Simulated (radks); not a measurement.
**Rh²⁺ in [Ar] 3d10 4s2 4p5 4d7 5d1: an all-electron calculation**

Aim: the levels, the sizes of the orbitals and the parts of the energy of the rhodium ion Rh2+.

Method: Dirac Kohn-Sham, BLYP, spin-unpolarised, spherical densities, point nucleus; open shells fill j = l - 1/2 first. Code: radks (a radial shooting solver on a logarithmic mesh, Libxc functionals) version 1.

### 1 The atom as given

```
element       : rhodium (Z = 45)
charge        : +2
electrons     : 43
configuration : [Ar] 3d10 4s2 4p5 4d7 5d1
```

### 2 Self-consistent calculation

The run's settings:

```text
Z 45
configuration [Ar] 3d10 4s2 4p5 4d7 5d1 5s0 5p0
relativity Dirac
functional b88,lyp
spin unpolarised
j_filling energy
nucleus point
c 137.035999084
```

Command:

```sh
$ python run_ks.py task.json out
```

All runs below come from this command, one after another.

Q: Predict the outcome of this run.

As calculated:

```
                        quantity                   value
                    total energy     -4782.19207 hartree
exchange-correlation share of it                  2.89 %
                            −T/E                  1.0427
          highest occupied level        5d3/2, -9.363 eV
    most extended occupied level  5d3/2, <r> = 4.39 bohr
 radius at density 0.001 e/bohr³               4.59 bohr
    maxima of the radial density                       4
```

5 principal shells are occupied and 4 maxima appear in the radial density; where shells overlap, one shows as a shoulder or not at all. −T/E is 1.043: with relativity the kinetic term as defined here no longer equals −E. This is not the tabulated ground configuration, so its levels and sizes aren't those of the ground state, and no measured value stands beside it.
